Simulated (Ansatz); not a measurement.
Write a Python script for Ansatz 0.2.0 through its Python package that makes a scan of ordered alloys across composition of Na-Lu mixtures. Settings (first run): PBEsol, PAW, cutoff 510 eV, 5×5×5 k-points, cold smearing of 0.1 eV.

`alloy_na.py`:
```python
# -*- coding: utf-8 -*-
'''Ordered Na-Lu cells across composition, after relaxing atoms and volume at fixed cell shape.'''

from collections import Counter
import warnings

import ansatz
import numpy as np
import pandas as pd


def fcc(first, a):
    return (
        ansatz.Lattice.fcc(a)
        .space_group(225)
        .atom(first, [0, 0, 0])
        .primitive()
    )

A_FIRST, A_LAST = 5.39, 4.9


def ground_state(name, crystal):
    calc = crystal.calculation()
    calc = calc.functional('PBEsol').basis(510)
    calc = calc.kpoints(spacing=0.27).occupations('cold', width=0.1)
    calc = calc.band_table()
    calc = calc.relax(force_tolerance=0.02, fix_cell=['shape'])
    return calc.run()


def volume_per_atom(outcome):
    return abs(np.linalg.det(outcome.lattice.cell_ang)) / len(outcome.lattice.sites)


def counts(outcome):
    return Counter(site.symbol for site in outcome.lattice.sites)

warnings.simplefilter('ignore')

# swap the mixed sites of the conventional cell one by one
phases = {}
for k in range(4 + 1):
    a = A_FIRST + (A_LAST - A_FIRST) * k / 4
    cell = fcc('Na', a).conventional().resolved()
    sites = [site.position for site in cell.sites if site.symbol == 'Na']
    for position in sites[:k]:
        cell = cell.substitution('Lu', at=position, replaces='Na')
    phases[f'Na{4 - k}Lu{k}'] = cell.resolved()

done = {}
for name, crystal in phases.items():
    done[name] = ground_state(name, crystal)
    print(f'{name}: {done[name].report["energy_sigma0_ev"]:.4f} eV, {len(done[name].lattice.sites)} atoms')

# mixing quantities against the straight line between the end members, both on this lattice
x = {name: counts(o)['Lu'] / (counts(o)['Na'] + counts(o)['Lu']) for name, o in done.items()}
first, last = min(x, key=x.get), max(x, key=x.get)
energy = {name: o.report['energy_sigma0_ev'] / len(o.lattice.sites) for name, o in done.items()}
volume = {name: volume_per_atom(o) for name, o in done.items()}
rows = []
for name in sorted(done, key=x.get):
    line = lambda table: (1 - x[name]) * table[first] + x[name] * table[last]
    rows.append((name, x[name], 1000 * (energy[name] - line(energy)), volume[name], 100 * (volume[name] / line(volume) - 1)))
print(pd.DataFrame(rows, columns=['cell', 'x(Lu)', 'E_mix (meV/atom)', 'V (A^3/atom)', 'excess V (%)']).round(4).to_string(index=False))
# a fit of these few cells to Omega x(1 - x); small periodic cells, not a random solution
shape = np.array([row[1] * (1 - row[1]) for row in rows])
print('Omega =', round(float(shape @ [row[2] for row in rows] / (shape @ shape)), 1), 'meV/atom')
```

Output of `python alloy_na.py`:
```text
Na4Lu0: -5903.5203 eV, 4 atoms
Na3Lu1: -19037.3245 eV, 4 atoms
Na2Lu2: -32172.6484 eV, 4 atoms
Na1Lu3: -45308.7471 eV, 4 atoms
Na0Lu4: -58445.7399 eV, 4 atoms
  cell  x(Lu)  E_mix (meV/atom)  V (A^3/atom)  excess V (%)
Na4Lu0   0.00            0.0000       36.1972        0.0000
Na3Lu1   0.25          437.6734       33.0425       -2.6059
Na2Lu2   0.50          495.4199       29.9598       -5.3578
Na1Lu3   0.75          359.4611       28.3341       -3.5771
Na0Lu4   1.00            0.0000       27.1146        0.0000
Omega = 2057.9 meV/atom
```

Mixing energies: +359 meV an atom at x(Na) = 0.25 (volume -3.6 % off the straight line), +495 meV an atom at x(Na) = 0.50 (volume -5.4 % off the straight line) and +438 meV an atom at x(Na) = 0.75 (volume -2.6 % off the straight line). All are positive, so the end members on this lattice are favoured over these cells.

Absolute energies stand on the zero of these potentials, so only differences at equal settings mean something. For the metals among these phases the mesh is modest: differences between phases can be off by up to 40 meV an atom. Atoms and volume are relaxed with the cell's shape held, which in cells of lower than cubic symmetry can hide stresses and shift volumes. These are small ordered cells, with both end members on the same lattice, which need not be their own; they aren't random solutions. Differences under about 40 meV an atom lie within the error of mesh and functional. The cells are prototypes set up for this calculation and needn't exist. It ran for 2.1 min on 1 thread of Arm Neoverse V2 (shared host), peak memory 0.59 GiB.

(A comment or docstring line of the script was reworded after the run, the code is as it ran.)
